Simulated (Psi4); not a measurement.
**BHLYP/cc-pVDZ run of C2F4O (trifluoroacetyl fluoride)**

Aim: the vertical ionisation energy of C2F4O (trifluoroacetyl fluoride) at BHLYP/cc-pVDZ, from 2 runs. 

The results are computed with Psi4 1.11.

### 1 The structure to begin with

C2F4O has 7 atoms, charge 0, and is taken as a singlet. As SMILES, `O=C(F)C(F)(F)F`. The coordinates come from a PBE0-D4/def2-TZVP relaxation.

Bond lengths: O1–C2 1.172 Å, C2–F3 1.326 Å, C2–C4 1.542 Å, C4–F5 1.330 Å, C4–F6 1.330 Å, C4–F7 1.318 Å. Angles: O1–C2–F3 124.0°, O1–C2–C4 126.4°, F3–C2–C4 109.5°, C2–C4–F5 109.8°, C2–C4–F6 109.8°, C2–C4–F7 110.2°, F5–C4–F6 108.7°, F5–C4–F7 109.1°, F6–C4–F7 109.1°.

### 2 Energy and gradient at BHLYP/cc-pVDZ

File c2f4o.xyz:

```xyz
7
C2F4O
O      1.061180    -1.396170     0.701140
C      0.088980    -0.798110     0.435150
F     -1.136840    -1.201010     0.739860
C      0.018150     0.551850    -0.306440
F     -0.697880     0.418270    -1.418740
F     -0.564330     1.461580     0.468830
F      1.230750     0.963590    -0.619810
```

File job.py:

```python
import psi4

psi4.set_memory(2200000000)
psi4.set_num_threads(1)
psi4.core.set_output_file('run.log', False)

with open('c2f4o.xyz') as f:
    atoms = ''.join(f.readlines()[2:])
molecule = psi4.geometry('0 1\n' + atoms + 'symmetry c1')

psi4.set_options({
    'basis': 'cc-pVDZ',
    'puream': True,
    'e_convergence': 1e-09,
    'd_convergence': 1e-08,
    'scf_type': 'pk',
    'dft_radial_points': 99,
    'dft_spherical_points': 590,
})

result, w = psi4.gradient("bhhlyp", molecule=molecule, return_wfn=True)
psi4.oeprop(w, "MULLIKEN_CHARGES", "QUADRUPOLE", "MAYER_INDICES")
print('gradient / Eh bohr^-1')
print(result.np.round(6))
print(f'energy = {w.energy():.10f} Eh')
```

The run is started by

```bash
python job.py
```

run.log:

```text
[...]
  Running in c1 symmetry.
[...]
  Nuclear repulsion =  336.982269552340540
[...]
  Multiplicity = 1
[...]
  Nalpha       = 28
  Nbeta        = 28
[...]
    Number of basis functions: 98
[...]
   @RKS iter   1:  -550.44352420727557   -2.87946e-01   7.00699e-03 ADIIS/DIIS
[...]
   @RKS iter  13:  -550.60821087028683   -9.09495e-13   3.81352e-09 DIIS
[...]
    Orbital Energies [Eh]
    ---------------------
    Doubly Occupied:
       1A    -25.389249     2A    -25.388900     3A    -25.388686
       4A    -25.388678     5A    -19.760595     6A    -10.895876
       7A    -10.817432     8A     -1.527198     9A     -1.461234
      10A     -1.431568    11A     -1.430063    12A     -1.271163
      13A     -0.900322    14A     -0.788331    15A     -0.733584
      16A     -0.728517    17A     -0.719287    18A     -0.633408
      19A     -0.624842    20A     -0.600384    21A     -0.594728
      22A     -0.592996    23A     -0.560397    24A     -0.558021
      25A     -0.537494    26A     -0.513550    27A     -0.490158
      28A     -0.425407
[...]
  @RKS Final Energy:  -550.60821087028683
   => Energetics <=
    Nuclear Repulsion Energy =            336.9822695523405400
    One-Electron Energy =               -1432.0610620549516625
    Two-Electron Energy =                 576.1803544086353668
    DFT Exchange-Correlation Energy =     -31.7097727763110271
    Empirical Dispersion Energy =           0.0000000000000000
    VV10 Nonlocal Energy =                  0.0000000000000000
    Total Energy =                       -550.6082108702868254
[...]
  -Total Gradient:
     Atom            X                  Y                   Z
    ------   -----------------  -----------------  -----------------
       1        0.007965653699    -0.005347937768     0.002436897097
       2       -0.001826527395    -0.000887323353     0.000609707463
       3       -0.005528597978    -0.001900892095     0.001415791020
       4        0.000126577319     0.002490233114    -0.001397818495
       5       -0.003409327066    -0.001060463852    -0.006107891116
       6       -0.002661087471     0.004788515892     0.004489398419
       7        0.005318716603     0.001926161190    -0.001449340234
[...]
 Multipole Moments:
 ------------------------------------------------------------------------------------
     Multipole            Electronic (a.u.)      Nuclear  (a.u.)        Total (a.u.)
 ------------------------------------------------------------------------------------
 L = 1.  Multiply by 2.5417464519 to convert [e a0] to [Debye]
 Dipole X            :         -1.1721949            0.9793085           -0.1928864
 Dipole Y            :          1.5170654           -1.3638575            0.1532079
 Dipole Z            :         -0.7608969            0.6885256           -0.0723713
 Magnitude           :                                                    0.2567400
 L = 2.  Multiply by 1.3450342976 to convert [e a0^2] to [Debye ang]
 Quadrupole XX       :       -176.6104468          148.3522879          -28.2581589
 Quadrupole XY       :         -1.7431686            2.6373636            0.8941950
[...]
  Mulliken Charges: (a.u.)
   Center  Symbol    Alpha    Beta     Spin     Total
       1     O     4.07969  4.07969  0.00000 -0.15937
       2     C     2.86751  2.86751  0.00000  0.26499
       3     F     4.58414  4.58414  0.00000 -0.16829
       4     C     2.70429  2.70429  0.00000  0.59141
       5     F     4.59098  4.59098  0.00000 -0.18197
       6     F     4.59103  4.59103  0.00000 -0.18207
       7     F     4.58235  4.58235  0.00000 -0.16471
   Total alpha = 28.00000, Total beta = 28.00000, Total charge = -0.00000
  Mayer Bond Indices:
[...]
```

Standard output:

```text
gradient / Eh bohr^-1
[[ 0.007966 -0.005348  0.002437]
 [-0.001827 -0.000887  0.00061 ]
 [-0.005529 -0.001901  0.001416]
 [ 0.000127  0.00249  -0.001398]
 [-0.003409 -0.00106  -0.006108]
 [-0.002661  0.004789  0.004489]
 [ 0.005319  0.001926 -0.001449]]
energy = -550.6082108703 Eh
```

Run time: 21 s. Hardware: 1 thread of Intel Xeon 6975P-C (Granite Rapids), shared host; peak memory 1.3 GiB.

### 3 The doublet cation, same level

File job.in:

```
memory 2200 MB

molecule geom {
  1 2
  O      1.061180    -1.396170     0.701140
  C      0.088980    -0.798110     0.435150
  F     -1.136840    -1.201010     0.739860
  C      0.018150     0.551850    -0.306440
  F     -0.697880     0.418270    -1.418740
  F     -0.564330     1.461580     0.468830
  F      1.230750     0.963590    -0.619810
  symmetry c1
  no_reorient
  no_com
}

set reference uks
set puream true
set e_convergence 1e-09
set d_convergence 1e-08
set scf_type pk
set dft_radial_points 99
set dft_spherical_points 590
set maxiter 100

energy_value, wavefunction = gradient("bhhlyp/cc-pVDZ", return_wfn=True)
oeprop(wavefunction, "WIBERG_LOWDIN_INDICES", "LOWDIN_CHARGES", "MAYER_INDICES", title="BHHLYP")
```

The run is started by

```bash
psi4 -i job.in -o job.out -n 1
```

job.out, cut to the lines that bear on the results:

```text
[...]
  Running in c1 symmetry.
[...]
  Nuclear repulsion =  336.982269552340540
[...]
  Multiplicity = 2
[...]
  Nalpha       = 28
  Nbeta        = 27
[...]
    Number of basis functions: 98
[...]
   @UKS iter   1:  -549.93477996689319    2.20798e-01   6.96219e-03 ADIIS/DIIS
[...]
   @UKS iter  20:  -550.14092607942541   -1.25056e-12   4.06146e-09 DIIS
[...]
   @S^2 Observed:                7.615541687E-01
[...]
  @UKS Final Energy:  -550.14092607942541
   => Energetics <=
    Nuclear Repulsion Energy =            336.9822695523405400
    One-Electron Energy =               -1416.5606869686287155
    Two-Electron Energy =                 560.8965614663893575
    DFT Exchange-Correlation Energy =     -31.4590701295266264
    Empirical Dispersion Energy =           0.0000000000000000
    VV10 Nonlocal Energy =                  0.0000000000000000
    Total Energy =                       -550.1409260794254124
[...]
 Multipole Moments:
 ------------------------------------------------------------------------------------
     Multipole            Electronic (a.u.)      Nuclear  (a.u.)        Total (a.u.)
 ------------------------------------------------------------------------------------
 L = 1.  Multiply by 2.5417464519 to convert [e a0] to [Debye]
 Dipole X            :          2.9741111           -2.6125086            0.3616025
 Dipole Y            :         -5.2975464            4.0344708           -1.2630756
 Dipole Z            :          2.7285843           -2.0548126            0.6737717
 Magnitude           :                                                    1.4765110
[...]
  -Total Gradient:
     Atom            X                  Y                   Z
    ------   -----------------  -----------------  -----------------
       1       -0.047491531122     0.027938438862    -0.012279691602
       2        0.124040786236    -0.002505781783    -0.006911972159
       3       -0.059234620559    -0.008365059471     0.008579553856
       4       -0.005969976959    -0.084743011100     0.047224871911
       5       -0.014462927655     0.015484895158    -0.031876634159
       6       -0.011821040520     0.035998112820     0.005272670059
       7        0.014925640403     0.016201750144    -0.010012714513
[...]
```

Run time: 32 s. Hardware: 1 thread of Intel Xeon 6975P-C (Granite Rapids), shared host; peak memory 1.3 GiB.

### 4 Results

Level: BHLYP/cc-pVDZ.

```
                                          quantity          value
                       singlet C2F4O: total energy  -550.60821 Eh
                      singlet C2F4O: dipole moment         0.65 D
                        singlet C2F4O: HOMO energy      -11.58 eV
                        singlet C2F4O: LUMO energy       -0.23 eV
                      singlet C2F4O: HOMO–LUMO gap       11.35 eV
           singlet C2F4O: largest force on an atom     0.509 eV/Å
                      doublet cation: total energy  -550.14093 Eh
doublet cation: HOMO energy (highest over α and β)      -20.56 eV
 doublet cation: LUMO energy (lowest over α and β)      -13.88 eV
                              doublet cation: ⟨S²⟩          0.762
          doublet cation: largest force on an atom     6.390 eV/Å
vertical ionisation energy (to the doublet cation)      12.715 eV
```

In words: Removing an electron at fixed nuclei costs 12.72 eV (1227 kJ/mol). The largest force (singlet C2F4O) is 0.51 eV/Å: the shape isn't a stationary point for this species at this level. The negative HOMO energy of the first species, 11.58 eV, lies 1.14 eV below that difference.
